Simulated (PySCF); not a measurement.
**Co₂O₂: relaxation and vibrations of the singlet**

Aim: relax Co₂O₂ as a singlet from a linear X-M-M-X start, check by its vibrations whether the end is a minimum, and collect its spectrum and constants.

Method: PBE0, basis Co def2-TZVP, O def2-TZVP, no relativity, density fitting; program: PySCF 2.14.0.

## Step 1: The system as given

4 atoms, charge 0, spin multiplicity 1.

Bond lengths: Co1–Co2 2.220 Å, Co1–O3 1.740 Å, Co2–O4 1.740 Å. Angles: Co2–Co1–O3 180.0°, Co1–Co2–O4 180.0°.

Coordinates in bohr (charge 0 multiplicity 1):
```
Co    0.0000    0.0000    2.0976
Co    0.0000    0.0000   -2.0976
O     0.0000    0.0000    5.3857
O     0.0000    0.0000   -5.3857
```

## Step 2: First SCF at the start

One driver script runs all steps and calls PySCF; scf.py shows how it sets up the SCF of each step. The optimiser is the driver's own. After this first run the driver tries any further starts and a stability analysis.

Input file scf.py:

```python
from pyscf import gto, scf, dft
mol = gto.M(atom='''
Co     0.000000     0.000000     1.110000
Co     0.000000     0.000000    -1.110000
O      0.000000     0.000000     2.850000
O      0.000000     0.000000    -2.850000''',
    basis={'Co': 'def2-TZVP', 'O': 'def2-TZVP'},
    charge=0, spin=0)
mf = dft.RKS(mol, xc='PBE0')
mf.grids.atom_grid = (50, 194)
aux = {'Co': 'def2-universal-JKFIT', 'O': 'def2-universal-JKFIT'}
mf = mf.density_fit(auxbasis=aux)
mf.conv_tol = 1e-08
mf.diis_space = 10
mf.max_cycle = 60
mf.init_guess = 'minao'
mf.verbose = 4
mf.kernel()
```

Launch:

```sh
OMP_NUM_THREADS=4 python axn.py task.json out
```

The program printed (excerpt; [...] marks lines left out):

```text
[... the frontier levels of the middle cycles are left out ...]
init E= -2913.40218341109
  HOMO = 0.175386477857203  LUMO = 0.190194781515014  gap/eV = 0.40295
cycle= 1 E= -2881.31167187926  delta_E= 32.1  |g|= 11.4  |ddm|= 51.2
  HOMO = -2.20693740674607  LUMO = -2.09010419634405  gap/eV = 3.17919
cycle= 2 E= -2822.21850558115  delta_E= 59.1  |g|= 22.1  |ddm|= 55.1
  HOMO = -0.941834242043197  LUMO = -0.901724269849148  gap/eV = 1.09145
cycle= 3 E= -2891.29888508537  delta_E= -69.1  |g|= 13.6  |ddm|= 17.4
cycle= 4 E= -2895.71068200778  delta_E= -4.41  |g|= 11.7  |ddm|= 1.97
cycle= 5 E= -2904.833885746  delta_E= -9.12  |g|= 9.43  |ddm|= 5.73
cycle= 6 E= -2906.83273840139  delta_E=   -2  |g|= 7.86  |ddm|= 1.07
cycle= 7 E= -2913.8648877164  delta_E= -7.03  |g|= 3.01  |ddm|= 2.66
cycle= 8 E= -2907.01562805977  delta_E= 6.85  |g|=  6.1  |ddm|= 3.34
cycle= 9 E= -2909.02073638855  delta_E= -2.01  |g|= 5.71  |ddm|= 0.633
cycle= 10 E= -2908.28230920525  delta_E= 0.738  |g|= 5.95  |ddm|= 0.228
cycle= 11 E= -2910.77938595417  delta_E= -2.5  |g|= 5.06  |ddm|= 0.751
cycle= 12 E= -2913.67447097608  delta_E= -2.9  |g|= 2.56  |ddm|=  2.1
cycle= 13 E= -2907.33376635854  delta_E= 6.34  |g|= 5.54  |ddm|=  2.9
cycle= 14 E= -2914.31846971924  delta_E= -6.98  |g|= 1.91  |ddm|= 2.39
[... 21 cycles left out ...]
Extra cycle  E= -2915.05869806327  delta_E= 4.12e-07  |g|= 0.00181  |ddm|= 0.000626
SCF not converged.
init E= -2913.40218341109
[... 20 cycles left out ...]
SCF not converged.
init E= -2915.05640156086
[... 16 cycles left out ...]
cycle= 17 E= -2915.05863940493  delta_E= -0.000108  |g|= 0.00816  |ddm|= 0.0131
cycle= 18 E= -2915.0586593599  delta_E= -2e-05  |g|= 0.0055  |ddm|= 0.0095
cycle= 19 E= -2915.05867716646  delta_E= -1.78e-05  |g|= 0.00427  |ddm|= 0.0127
cycle= 20 E= -2915.05868412948  delta_E= -6.96e-06  |g|= 0.00437  |ddm|= 0.00732
cycle= 21 E= -2915.05869106913  delta_E= -6.94e-06  |g|= 0.00309  |ddm|= 0.0079
cycle= 22 E= -2915.05869477615  delta_E= -3.71e-06  |g|= 0.00312  |ddm|= 0.00789
cycle= 23 E= -2915.0586970159  delta_E= -2.24e-06  |g|= 0.00191  |ddm|= 0.00442
cycle= 24 E= -2915.05869795784  delta_E= -9.42e-07  |g|= 0.00136  |ddm|= 0.00331
cycle= 25 E= -2915.05869844391  delta_E= -4.86e-07  |g|= 0.000774  |ddm|= 0.00199
cycle= 26 E= -2915.05869868138  delta_E= -2.37e-07  |g|= 0.000301  |ddm|= 0.00109
cycle= 27 E= -2915.05869878756  delta_E= -1.06e-07  |g|= 0.000175  |ddm|= 0.000725
cycle= 28 E= -2915.05869882598  delta_E= -3.84e-08  |g|= 0.000207  |ddm|= 0.00037
cycle= 29 E= -2915.05869887067  delta_E= -4.47e-08  |g|= 0.000254  |ddm|= 0.000333
cycle= 30 E= -2915.05869888902  delta_E= -1.84e-08  |g|= 0.000293  |ddm|= 0.000159
SCF not converged.
  HOMO = -0.284982052568755  LUMO = -0.213455700387861  gap/eV = 1.94633
macro= 0  E= -2915.05869847461  delta_E= 4.1441e-07  |g|= 0.00029343  1 KF 12 JK
macro= 1  E= -2915.05869847461  delta_E= 1.36424e-12  |g|= 2.44623e-05  1 KF 2 JK
macro X = 2  E=-2915.05869847461  |g|= 2.44623e-05  total 3 KF 17 JK
converged SCF energy = -2915.05869847461
```

This step, with its further starts and checks, ran for 52 s (4 threads of Arm Neoverse V1, shared host).

Energies from each starting density:

```tsv
start	energy (Eh)
the minimal-basis guess	-2915.058698
a thermally smeared density	-2915.058698
a smeared PBE density	-2915.075556
```

Where DIIS stalls, the driver goes on with a level shift of 0.3 Eh and then with a second-order solver.

The first run landed in a state that is too high. Following the other starts and the instabilities gains 44.3 kJ/mol (-2915.07556 Eh), and the work goes on from there.

## Step 3: Linear X-M-M-X start, singlet: relaxation

The program finds D∞h symmetry in the start, which this walk keeps. Threshold on the gradient: 0.0003 Eh/bohr, with a further test on the energy change.

scf.py: that of step 2 with these lines changed.

```diff
@@ -16 +15,0 @@
-mf.init_guess = 'minao'
```

The optimiser's trace:

```tsv
step	energy (Eh)	change (kJ/mol)	largest symmetric gradient (Eh/bohr)
0	-2915.075556	0.00	0.09066
1	-2915.112044	-95.80	0.04715
2	-2915.123106	-124.84	0.08771
3	-2915.133189	-151.31	0.06550
4	-2915.148852	-192.44	0.03090
5	-2915.150595	-197.01	0.05386
6	-2915.152973	-203.26	0.00599
7	-2915.153219	-203.90	0.00355
8	-2915.153263	-204.02	0.00107
9	-2915.153264	-204.02	0.00023
```

The walk took 42 s.

After 9 steps and 204.0 kJ/mol it ends at D∞h: Co–Co 1.755 Å, Co–O 1.546 Å (×2); Co–Co–O 180.0° (×2).

## Step 4: Vibrations and properties at this point

The point is checked on the finer grid, and tightened if its gradient asks for it. The Hessian and the dipole derivatives come from central differences of analytic gradients, with steps of 0.02 bohr.

scf.py: that of step 3 with these lines changed.

```diff
@@ -3,4 +3,4 @@
-Co     0.000000     0.000000     1.110000
-Co     0.000000     0.000000    -1.110000
-O      0.000000     0.000000     2.850000
-O      0.000000     0.000000    -2.850000''',
+Co     0.000000    -0.000000     0.877756
+Co    -0.000000     0.000000    -0.877756
+O      0.000000    -0.000000     2.423114
+O     -0.000000     0.000000    -2.423114''',
@@ -10 +10 @@
-mf.grids.atom_grid = (50, 194)
+mf.grids.atom_grid = (75, 302)
@@ -13 +13 @@
-mf.conv_tol = 1e-08
+mf.conv_tol = 1e-10
```

The driver hands on the density of the step before, so the log starts near convergence.

Log of the central SCF (cycles and frontier levels):

```text
init E= -2915.1531069825
  HOMO = -0.305491372541864  LUMO = -0.178145462511201  gap/eV = 3.46526
cycle= 1 E= -2915.1531069825  delta_E= 4.55e-12  |g|= 7.09e-06  |ddm|= 2.78e-06
  HOMO = -0.305491806603024  LUMO = -0.178146345183529  gap/eV = 3.46525
Extra cycle  E= -2915.15310698219  delta_E= 3.03e-10  |g|= 4.99e-05  |ddm|= 1.8e-05
converged SCF energy = -2915.15310698219
```

The whole step took 50 s.

Geometry: D∞h; Co–Co 1.756 Å, Co–O 1.545 Å (×2); Co–Co–O 180.0° (×2).

Harmonic modes (main isotopes):

```csv
symmetry,ω (cm⁻¹),IR (km/mol)
πu,109,59.3
πg,353,0.0
σg+,430,0.0
σg+,1017,0.0
σu+,1033,320
```

Every mode is real; the point is a minimum.

Constants and moments:

* Dipole moment: 0.00 D
* Highest occupied level: -8.31 eV
* Lowest empty level: -4.85 eV
* Rotational constants: 0.0605 cm⁻¹
* Zero-point energy: 20.4 kJ/mol
* Principal polarisabilities: 33.8, 33.8, 113.0 bohr³
* Atomisation energy without zero-point energy: 373 kJ/mol
* Principal traceless quadrupole moments about the centre of mass: -14.21, 7.10, 7.10 D Å
* Entropy at 298.15 K and 1 bar: 283.0 J/(mol K)
* Heat capacity Cp at 298.15 K: 67.3 J/(mol K)
* Enthalpy at 298.15 K above 0 K: 15.24 kJ/mol
* Rotational symmetry number: 2

Charges (e) and bond orders:

| atom | Mulliken | Löwdin | polar tensor | Mayer order to Co1 |
| --- | --- | --- | --- | --- |
| Co1 | 0.50 | 0.18 | 0.77 | – |
| Co2 | 0.50 | 0.18 | 0.77 | 1.68 |
| O3 | -0.50 | -0.18 | -0.77 | 1.61 |
| O4 | -0.50 | -0.18 | -0.77 | 0.64 |

Outer orbital energies (eV). occupied: -11.10, -9.73, -9.73, -8.78, -8.78, -8.47, -8.47, -8.31; empty: -4.85, -4.40, -4.40, -4.29.

Mulliken populations on Co1: s 6.44, p 12.26, d 7.79, f 0.00.

## Step 5: Stability of the closed shell

At the lowest minimum the closed shell is tested against spin polarisation, on the (50, 194) grid. It is unstable: an open-shell solution lies lower. That solution was not followed to a minimum here.

## Step 6: Summary of results

| quantity | value |
| --- | --- |
| minimum | singlet, D∞h (closed shell, unstable towards spin polarisation) |
| geometry | Co–Co 1.756 Å, Co–O 1.545 Å (×2); Co–Co–O 180.0° (×2) |
| wavenumbers (cm⁻¹) | 109 (πu), 353 (πg), 430 (σg+), 1017 (σg+), 1033 (σu+) |
| dipole moment | 0.00 D |
| highest occupied, lowest empty level | -8.31, -4.85 eV |
| polar-tensor charge of Co1 | +0.77 e |
| zero-point energy | 20.4 kJ/mol |

In words: The linear X-M-M-X start keeps its D∞h symmetry and ends in a minimum. In the infrared the band at 1033 cm⁻¹ (σu+) leads. Co1 has a polar-tensor charge of +0.8 e (a dipole derivative, not a static charge), yet symmetry cancels the bond dipoles. The first SCF alone would have been 44 kJ/mol too high. Other starts or spin states, not run here, may lie lower. A stability analysis at the minimum finds the closed shell unstable towards spin polarisation: an open-shell solution lies lower, and these values are not those of the lowest state.

The search up to here ran for 2.7 min (4 threads of Arm Neoverse V1, shared host).
